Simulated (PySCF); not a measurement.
# F6W: the cost of one run

The runs use PySCF 2.14.0, with density-fitted response routines of our own; the level of theory stands in each step. All values are computed, except where a source is named. Atoms are numbered from 0 throughout.

## (1) The molecule as given

7 atoms, charge 0, multiplicity 1; geometry from: GFN2-xTB.

Bonds of the start (Å): F0–W1 1.84, W1–F2 1.84, W1–F3 1.84, W1–F4 1.84, W1–F5 1.84, W1–F6 1.84.

## (2) Relaxing the molecule at PBE0-D3(BJ)/def2-TZVP

What the job is given:

```
{"job": {"xc": "PBE0", "basis": "def2-TZVP", "d3": "d3bj", "grid": 2, "kind": "geom"}, "charge": 0, "multiplicity": 1}
F      0.518750     1.680750     0.530610
W      0.000090    -0.000000     0.000060
F      1.589310    -0.205670    -0.898530
F     -0.762670     0.712280    -1.512140
F      0.762200    -0.712610     1.512220
F     -0.518750    -1.680750    -0.530610
F     -1.589470     0.207110     0.897920
```

**Question.** How long does this first job take on 4 threads of AMD EPYC (Zen 3), shared host?

About 2.2 min.
